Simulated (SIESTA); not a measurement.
## DyAgB4F16 under changes of volume

One of the cells (15.946 Å³/atom); the others are scaled copies at fixed shape and fractional positions:

```
CELL_PARAMETERS angstrom
4.43634 -4.23652 -0.01940
4.43634 4.23652 -0.01940
-2.32123 0.00000 9.34291
ATOMIC_POSITIONS crystal
Dy 0.82032 0.17968 0.50000
Ag 0.17541 0.82459 0.00000
B 0.68068 0.73803 0.67445
B 0.26197 0.31932 0.32555
B 0.29619 0.24230 0.78678
B 0.75770 0.70381 0.21322
F 0.78102 0.52238 0.61480
F 0.45977 0.71508 0.66662
F 0.80195 0.81504 0.80749
F 0.71880 0.88438 0.57308
F 0.18496 0.19805 0.19251
F 0.11562 0.28119 0.42692
F 0.47762 0.21898 0.38520
F 0.28492 0.54023 0.33338
F 0.23948 0.45868 0.84290
F 0.46466 0.23186 0.70542
F 0.08694 0.14990 0.68309
F 0.33847 0.10605 0.89047
F 0.85010 0.91306 0.31691
F 0.89395 0.66153 0.10953
F 0.54132 0.76052 0.15710
F 0.76814 0.53534 0.29458
```

The cell was built by a generator and needn't be a form met in nature.

```yaml
Program: SIESTA 5.4.2
Functional: PBE
Potentials_or_basis: PseudoDojo 0.4 standard with PseudoDojo 3+ lanthanides (4f in the core) (PBE files)
Basis: DZP (energy shift 0.003 Ry; two zetas on semicore shells)
Grid_cutoff: 800 Ry
Energy_shift: 0.003 Ry
k_mesh: 5 × 5 × 3
Occupations: fermi-dirac, width 0.05 eV
Spin: collinear spin, ferromagnetic start
Starting_moments: "[5.0, 0.0, 0.0, 0.0, 0.0, 0.0, 0.0, 0.0, 0.0, 0.0, 0.0, 0.0, 0.0, 0.0, 0.0, 0.0, 0.0, 0.0, 0.0, 0.0, 0.0, 0.0] μB"
```

```tsv
volume (Å³/atom)	energy over the lowest point (meV/atom)	pressure (GPa)	gap on the mesh (eV)	largest force (eV/Å)
14.695	?	?	?	?
15.008	8.96	4.4	4.46	1.608
15.321	2.41	2.4	4.45	1.117
15.946	0.00	-1.0	4.42	0.224
16.259	3.44	-2.5	4.41	0.239
16.571	9.54	-3.7	4.39	0.558
```

**Question.** What does the run at 14.695 Å³/atom give?

**Answer.** Energy over the lowest point 19.56 meV/atom; pressure 6.5 GPa; gap on the mesh 4.48 eV; largest force 2.139 eV/Å.

Worked out: A Birch-Murnaghan fit of order 3 (a polynomial in V^(-2/3)) to the other rows has its minimum at 15.74 Å³/atom with B0 = V·E''(V) = 82 GPa and B' = 4.3 at fixed shape and positions, which overstates the stiffness. It gives 19.62 meV/atom at 14.695 Å³/atom, against the run's 19.56, and -dE/dV = 6.6 GPa, against 6.5. A straight line through the other rows of the gap, of slope -0.697 eV per unit of ln V (its deformation potential), extrapolates to 4.48 eV, against the run's 4.48.

Energies are extrapolated to zero smearing.

Caveats: the magnetic or orbital state may not be the lowest; short orbitals over semicore shells can move pressures by several GPa; spin-orbit coupling is left out, which moves the levels of the heavy elements; an odd mesh through Γ misses points on the zone boundary, where band edges often lie; the 4f electrons are frozen in the core as for a trivalent ion, so they carry no moment and show no levels; the basis of atomic orbitals isn't converged, which shifts pressures, moduli and gaps; forces of over 1 eV/Å show positions far from the minimum, so gaps and moduli don't describe the material at rest (some runs).
